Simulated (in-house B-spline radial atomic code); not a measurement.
**Te⁵⁺: ionisation energy by several methods**

The task here is to estimate one member of a computed series from the others.

The numbers are computed with in-house B-spline radial atomic code version 1 (scalar-relativistic (X2C), several functionals, spin-polarised, exact exchange averaged over the configuration; spherical all-electron atom at the radial basis limit), except any that are marked as measured or tabulated.

### The atom as given

```
element       : tellurium (Z = 52)
charge        : +5
electrons     : 47
configuration : [Kr] 4d10 5s1
nucleus       : Fermi, rms radius 4.742 fm
```

Outer shells as boxes (Hund's rule):

[Kr] 4d10 5s1
```
[Kr] core
4d [↑↓][↑↓][↑↓][↑↓][↑↓]
5s [↑ ]
```

Where spins are not typed, each open shell is filled with up spins first.

The first run:

Settings, as recorded:

```ini
Z = 52
electrons = 47.0
configuration = [Kr] 4d10 5s1
hamiltonian = x2c
method = wb97x
spin_polarised = True
nucleus = fermi
rms_radius = 4.7423
mass_number = 130
atomic_mass = 129.906222745
speed_of_light = 137.035999084
exact_exchange = averaged over the configuration
```

Run with:

```sh
python run_scf.py task.json out
```

The settings of every run stand in task.json; they run in order.

Among the steps run: ωB97X; B97-1; r2SCAN0; LC-ωPBE; HSE06; CAM-B3LYP.

One of the session's tables, all rows but one given; the rest of the session is left out.

```
   method  ΔSCF (eV)
    B97-1     70.753
  r2SCAN0     70.575
    ωB97X     70.195
  LC-ωPBE          ?
    HSE06     71.026
CAM-B3LYP     71.455
```

Estimate the missing values for LC-ωPBE.

As computed: ΔSCF (eV): 70.976. In the column «ΔSCF (eV)» it lies between B97-1 (70.753) and HSE06 (71.026).
